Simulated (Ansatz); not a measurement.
# C3HF5O: how energies converge with the basis set

An exercise on one series of results from a longer session: the logs are not shown, and one member is left open.

Method: one geometry, several basis sets; program: Ansatz 0.2.0, Gaussian basis.

Levels to be run: PBE0-D4/def2-SVP; ωB97M-V/def2-SVP; PBE0-D4/def2-QZVPP; ωB97M-V/def2-QZVPP; the functionals' def2-TZVPP values are taken from earlier runs.

## The relaxed structure

An earlier PBE0-D4 in a triple-zeta def2 set relaxation fixed the geometry.

SMILES `O=C(C(F)F)C(F)(F)F`, 10 atoms, charge 0, spin multiplicity 1.

Atoms are counted from 1 here; the program's logs count them from 0.

Bond lengths: O1–C2 1.188 Å, C2–C3 1.537 Å, C2–C6 1.550 Å, C3–F4 1.336 Å, C3–F5 1.351 Å, C3–H10 1.097 Å, C6–F7 1.338 Å, C6–F8 1.320 Å, C6–F9 1.330 Å. Angles: O1–C2–C3 122.9°, O1–C2–C6 121.2°, C3–C2–C6 115.9°, C2–C3–F4 109.4°, C2–C3–F5 109.2°, C2–C3–H10 111.1°, F4–C3–F5 109.1°, F4–C3–H10 109.3°, F5–C3–H10 108.7°, C2–C6–F7 109.7°, C2–C6–F8 110.7°, C2–C6–F9 110.3°, F7–C6–F8 108.7°, F7–C6–F9 108.5°, F8–C6–F9 108.8°.

Coordinates:

```
O     0.3702   -1.6952   -0.7000
C     0.1417   -0.6133   -0.2654
C     0.4667    0.6792   -1.0308
F     1.3052    0.4014   -2.0333
F     1.0567    1.5582   -0.1906
C    -0.5486   -0.4289    1.1099
F    -1.4340    0.5717    1.0407
F    -1.1830   -1.5302    1.4661
F     0.3521   -0.1316    2.0420
H    -0.4437    1.1376   -1.4356
```

The first run:

The input, in.yaml:

```yaml
crystal:
  periodic: [false, false, false]
  atoms:
    - {symbol: O, position_ang: [0.370167, -1.695226, -0.699959]}
    - {symbol: C, position_ang: [0.141679, -0.613336, -0.265423]}
    - {symbol: C, position_ang: [0.466728, 0.679221, -1.030808]}
    - {symbol: F, position_ang: [1.305201, 0.401416, -2.033285]}
    - {symbol: F, position_ang: [1.056675, 1.558154, -0.190642]}
    - {symbol: C, position_ang: [-0.548647, -0.428873, 1.109913]}
    - {symbol: F, position_ang: [-1.433964, 0.571723, 1.040736]}
    - {symbol: F, position_ang: [-1.183032, -1.530235, 1.466075]}
    - {symbol: F, position_ang: [0.352069, -0.131634, 2.042013]}
    - {symbol: H, position_ang: [-0.443677, 1.137591, -1.435624]}
basis:
  gaussian: {orbitals: def2-SVP}
hamiltonian: {xc: pbe0, dispersion: d4}
output: {orbitals: {seedname: orbitals}}
```

Run with:

```bash
$ ansatz run in.yaml --threads 4 --pin off --events-out ev --progress --plain --max-ram 11315MiB
```

Among the steps run: PBE0-D4 in def2-SVP; ωB97M-V in def2-SVP; PBE0-D4 in def2-QZVPP; ωB97M-V in def2-QZVPP.

One of the session's tables, all rows but one given; the rest of the session is left out.

It belongs to the step «Functionals by basis». 

| functional | basis | HOMO (eV) | LUMO (eV) |
| --- | --- | --- | --- |
| PBE0-D4 | def2-SVP | ? | ? |
| PBE0-D4 | def2-TZVPP | -8.90 | -2.55 |
| PBE0-D4 | def2-QZVPP | -8.95 | -2.60 |
| ωB97M-V | def2-SVP | -11.13 | 0.06 |
| ωB97M-V | def2-TZVPP | -11.30 | -0.16 |
| ωB97M-V | def2-QZVPP | -11.35 | -0.24 |

**Question.** Estimate the row for PBE0-D4, def2-SVP.

**Answer.** HOMO (eV): -8.76; LUMO (eV): -2.38. In the column «HOMO (eV)» it is the highest.
